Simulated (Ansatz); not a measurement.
Working through the orbital character of the bands of YSc, space group P-6m2

Program: Ansatz's Python interface.

Notebook, run cell by cell (the value of a cell's last expression is shown):

```python
from pathlib import Path
import warnings

import ansatz as az
from ase import Atoms
import pandas as pd
```

```python
warnings.simplefilter("ignore", az.DeckWarning)
```

```python
atoms = Atoms(
    ["Y", "Sc"],
    scaled_positions=[
        (0.0, 0.0, 0.0),
        (1 / 3, 2 / 3, 0.5),
    ],
    cell=[
        (3.520166, 0.0, 0.0),
        (-1.760083, 3.048553, 0.0),
        (0.0, 0.0, 5.404116),
    ],
    pbc=True,
)
crystal = az.Crystal.from_ase(atoms)
```

```python
len(crystal.resolved().sites)
```

    2

```python
points = {"G": (0.0, 0.0, 0.0), "M": (0.5, 0.0, 0.0), "K": (0.33333, 0.33333, 0.0), "A": (0.0, 0.0, 0.5), "L": (0.5, 0.0, 0.5), "H": (0.33333, 0.33333, 0.5)}
calculation = crystal.calculation()
calculation = calculation.functional("pbesol").basis(24 * az.Ry, density_ratio=6)
calculation = calculation.kpoints(spacing=0.52)
calculation = calculation.occupations(az.OccupationsMethod.FERMI_DIRAC)
calculation = calculation.scf(self_checks="high").band_structure(list(points.values()), intervals=1)
calculation = calculation.fat_bands()
history = []
result = calculation.session().plan().execute(on_event=lambda event: history.append(event["data"]["dr2_ev"]) if event["event"] == "scf_iter" else None)
r = result.report

{key: value for key, value in r.items() if isinstance(value, (int, float)) and "ev" in key}
```

    {'gap_by_band_count_ev': -1.2327676735505637,
     'fermi_energy_ev': 9.056967351597173,
     'harris_foulkes_ev': -5906.350821920631,
     'free_energy_ev': -5906.350821918682,
     'internal_energy_ev': -5906.201573030741,
     'lagrangian_ev': -5906.350821918682,
     'energy_sigma0_ev': -5906.276197474712,
     'lagrangian_sigma0_ev': -5906.276197474712,
     'lagrangian_above_aufbau_ev': -0.09705717875419527,
     'entropy_ts_ev': 0.1492488879413934,
     'loop_fermi_energy_ev': 9.056967351597173,
     'occupations_fermi_energy_ev': 9.0569673515983}

```python
r["mixing_algorithm"], r["preconditioner"], r["eigensolver"]
```

    ('MSR1', 'none', 'band_cg')

```python
result.unlabelled_reasons
```

    ['no_forces']

```python
print("density residual by iteration (eV):", " ".join(f"{value:.1e}" for value in history[:40]))
file = Path(result.write_results("results")) / "fatbands.tsv"
names = file.read_text().splitlines()[0].lstrip("# ").split("\t")
table = pd.read_csv(file, sep="\t", comment="#", names=names)
near = table[table.e_minus_ef.abs() < 3]
for ik, label in enumerate(points):
    print(label)
    for _, row in near[near.ik == ik].iterrows():
        main = row[names[4:]].astype(float).nlargest(2)
        print(f"   band {int(row.band):3d} {row.e_minus_ef:7.3f} eV  " + ", ".join(f"{k} {v:.2f}" for k, v in main.items()))
```

    density residual by iteration (eV): 1.1e-02 4.8e-03 7.1e-04 1.2e-04 2.5e-06 2.0e-07 3.6e-09
    G
       band   9  -1.699 eV  y0_l2_4D 0.51, sc1_l2_3D 0.33
       band  10   0.912 eV  y0_l1_4P 0.00, sc1_l1_3P 0.00
       band  11   1.502 eV  sc1_l2_3D 0.87, y0_l2_4D 0.12
       band  12   1.502 eV  sc1_l2_3D 0.87, y0_l2_4D 0.12
       band  13   1.929 eV  sc1_l2_3D 0.62, y0_l2_4D 0.37
       band  14   2.151 eV  sc1_l2_3D 0.86, y0_l2_4D 0.14
    M
       band   8  -1.721 eV  y0_l2_4D 0.55, y0_l0_5S 0.20
       band   9  -1.014 eV  sc1_l2_3D 0.54, y0_l2_4D 0.28
       band  10  -0.726 eV  y0_l2_4D 0.59, sc1_l2_3D 0.39
       band  11  -0.269 eV  y0_l2_4D 0.29, sc1_l0_4S 0.21
       band  12   1.247 eV  sc1_l2_3D 0.68, y0_l2_4D 0.32
       band  13   1.349 eV  sc1_l2_3D 0.55, y0_l2_4D 0.36
       band  14   1.962 eV  sc1_l2_3D 0.53, y0_l2_4D 0.37
    K
       band   8  -0.773 eV  sc1_l2_3D 0.43, y0_l2_4D 0.37
       band   9  -0.618 eV  y0_l2_4D 0.50, sc1_l2_3D 0.30
       band  10  -0.582 eV  sc1_l2_3D 0.50, y0_l2_4D 0.49
       band  11  -0.502 eV  y0_l2_4D 0.45, sc1_l2_3D 0.40
       band  12   0.930 eV  y0_l2_4D 0.95, sc1_l1_3P 0.01
       band  13   1.085 eV  sc1_l2_3D 0.96, y0_l1_4P 0.01
       band  14   2.249 eV  sc1_l2_3D 0.50, y0_l2_4D 0.45
    A
       band  10   0.931 eV  sc1_l2_3D 0.92, sc1_l0_4S 0.05
       band  11   1.090 eV  y0_l2_4D 0.87, y0_l0_5S 0.10
       band  12   1.375 eV  sc1_l2_3D 0.89, y0_l2_4D 0.10
       band  13   1.375 eV  sc1_l2_3D 0.89, y0_l2_4D 0.10
       band  14   1.539 eV  y0_l2_4D 0.55, sc1_l2_3D 0.44
    L
       band   8  -1.660 eV  y0_l2_4D 0.60, sc1_l2_3D 0.27
       band   9  -1.486 eV  y0_l2_4D 0.55, sc1_l2_3D 0.32
       band  10   0.093 eV  sc1_l2_3D 0.57, y0_l2_4D 0.16
       band  11   0.159 eV  y0_l2_4D 0.47, sc1_l2_3D 0.40
       band  12   1.048 eV  sc1_l2_3D 0.45, sc1_l0_4S 0.09
       band  13   1.661 eV  y0_l2_4D 0.27, y0_l0_5S 0.06
       band  14   2.002 eV  sc1_l2_3D 0.98, y0_l2_4D 0.00
    H
       band   8  -0.580 eV  y0_l2_4D 0.58, sc1_l2_3D 0.35
       band   9  -0.475 eV  y0_l2_4D 0.62, sc1_l2_3D 0.26
       band  10  -0.156 eV  sc1_l2_3D 0.51, y0_l2_4D 0.42
       band  11  -0.067 eV  sc1_l2_3D 0.67, y0_l2_4D 0.22
       band  12   0.298 eV  sc1_l2_3D 0.79, y0_l1_4P 0.00
       band  13   0.445 eV  y0_l2_4D 0.86, y0_l1_4P 0.02
       band  14   2.425 eV  y0_l2_4D 0.51, sc1_l2_3D 0.47

What to keep in mind:
- The settings weren't tested for convergence.
- The cutoff lies under the one recommended for these potentials.
- Spin is left out of this run.
- The computed bands are complete only to about 1.7 eV above the Fermi level.
- The mesh is modest for a metal, so energies can be off by several to tens of meV an atom and pressures by half a GPa or more; differences at equal mesh fare better.
- An absolute Fermi energy rests on an arbitrary zero of the periodic potential and has no direct meaning.
- A gap by band count of zero or less means overlapping bands, a metal.
- This cell is a computed structure, which may not be the phase found in nature.
- Gaps and levels are Kohn-Sham values on a finite set of k-points, without spin-orbit coupling.
- Energies are less the Fermi level and bands count from 0. Only the largest channels are printed, equivalent atoms hold more, and in degenerate sets the split between sites is arbitrary; shells that the potentials lack have no channel.
- The script silences the warnings on its input, which a real study should read.
- Wall time of the script: 2 s on 1 thread of Arm Neoverse V1 (shared host), peak memory 0.39 GiB.

(Lines on the test bed's own set-up are left out of the output.)
